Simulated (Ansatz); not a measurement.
**CdClF (SMILES [F][Cd][Cl]): one structure at several levels**

Aim: energy, forces and dipole at a structure displaced at random from a GFN2-xTB minimum, from CCSD(T) and from density functionals.

Method: single points in def2-TZVPP; program: Ansatz 0.2.0, Gaussian basis.

Correlated methods freeze the cores. Filled d shells of the heavier atoms are correlated. Core potentials replace the inner electrons past krypton, and spin-orbit coupling is left out.

### Step 1. Starting geometry

SMILES `[F][Cd][Cl]`, 3 atoms, charge 0, spin multiplicity 1.

Atoms are counted from 1 here; the program's logs count them from 0.

Bond lengths: F1–Cd2 1.972 Å, Cd2–Cl3 2.164 Å. Angles: F1–Cd2–Cl3 105.6°.

Geometry (Å):

```tsv
atom	x (Å)	y (Å)	z (Å)
F1	-0.0182	1.6294	0.1747
Cd2	-0.7536	-0.1075	-0.4023
Cl3	0.6871	-1.5914	0.2334
```

### Step 2. CCSD(T)/def2-TZVPP

Input file run/in.yaml:

```yaml
crystal:
  periodic: [false, false, false]
  atoms:
    - {symbol: F, position_ang: [-0.018200, 1.629400, 0.174700]}
    - {symbol: Cd, position_ang: [-0.753600, -0.107500, -0.402300]}
    - {symbol: Cl, position_ang: [0.687100, -1.591400, 0.233400]}
basis:
  gaussian: {orbitals: def2-TZVPP}
correlation: {method: ccsd_t}
output: {forces: true}
```

The command line of these runs was not kept.

### Step 3. PBE0-D4/def2-TZVPP

Edit run/in.yaml of step 2 so:

```diff
@@ -8,3 +8,3 @@
   gaussian: {orbitals: def2-TZVPP}
-correlation: {method: ccsd_t}
-output: {forces: true}
+hamiltonian: {xc: pbe0, dispersion: d4}
+output: {forces: true, orbitals: {seedname: orbitals}}
```

### Step 4. wB97M-V/def2-TZVPP

Edit run/in.yaml of step 3 so:

```diff
@@ -8,3 +8,3 @@
   gaussian: {orbitals: def2-TZVPP}
-hamiltonian: {xc: pbe0, dispersion: d4}
-output: {forces: true, orbitals: {seedname: orbitals}}
+hamiltonian: {xc: {name: wB97M-V}}
+output: {forces: true}
```

### Step 5. r2SCAN-D4/def2-TZVPP

Edit run/in.yaml of step 4 so:

```diff
@@ -8,3 +8,3 @@
   gaussian: {orbitals: def2-TZVPP}
-hamiltonian: {xc: {name: wB97M-V}}
+hamiltonian: {xc: r2scan, dispersion: d4}
 output: {forces: true}
```

### Step 6. PBE-D4/def2-TZVPP

Edit run/in.yaml of step 5 so:

```diff
@@ -8,3 +8,3 @@
   gaussian: {orbitals: def2-TZVPP}
-hamiltonian: {xc: r2scan, dispersion: d4}
+hamiltonian: {xc: pbe, dispersion: d4}
 output: {forces: true}
```

### Step 7. BLYP-D4/def2-TZVPP

Edit run/in.yaml of step 6 so:

```diff
@@ -8,3 +8,3 @@
   gaussian: {orbitals: def2-TZVPP}
-hamiltonian: {xc: pbe, dispersion: d4}
+hamiltonian: {xc: {name: BLYP}, dispersion: d4}
 output: {forces: true}
```

### Step 8. r2SCANh-D4/def2-TZVPP

Edit run/in.yaml of step 7 so:

```diff
@@ -8,3 +8,3 @@
   gaussian: {orbitals: def2-TZVPP}
-hamiltonian: {xc: {name: BLYP}, dispersion: d4}
+hamiltonian: {xc: {name: r2SCANh}, dispersion: d4}
 output: {forces: true}
```

(Steps that only read results are left out.)

Q: Predict the outcome of this session. Wanted: energy less free atoms, CCSD(T)/def2-TZVPP; RMS force component; RMS force error; HOMO and LUMO, PBE0-D4; T1 diagnostic.

**Answer**, as computed:

| quantity | value |
| --- | --- |
| energy less free atoms, CCSD(T)/def2-TZVPP | -448.7 kJ/mol |
| RMS force component | 1.138 to 1.344 eV/Å over the methods |
| RMS force error | PBE0-D4 0.066, wB97M-V 0.067, r2SCAN-D4 0.087, PBE-D4 0.250, BLYP-D4 0.411, r2SCANh-D4 0.058 eV/Å |
| HOMO and LUMO, PBE0-D4 | -8.62 and -3.90 eV |
| T1 diagnostic | 0.018 |

What this shows: Against CCSD(T) the functionals' energies less atoms differ by -55.0 to -12.2 kJ/mol, PBE-D4 by -55.0 kJ/mol. The reference is not at the basis limit: in triple zeta CCSD(T) underbinds, which counts against methods that bind more; the gaps are no ranking. The forces of r2SCANh-D4 come nearest to CCSD(T), those of BLYP-D4 are farthest. Frozen-core CCSD(T) forces in triple zeta carry basis errors of their own, and this is one geometry, so small gaps rank nothing.
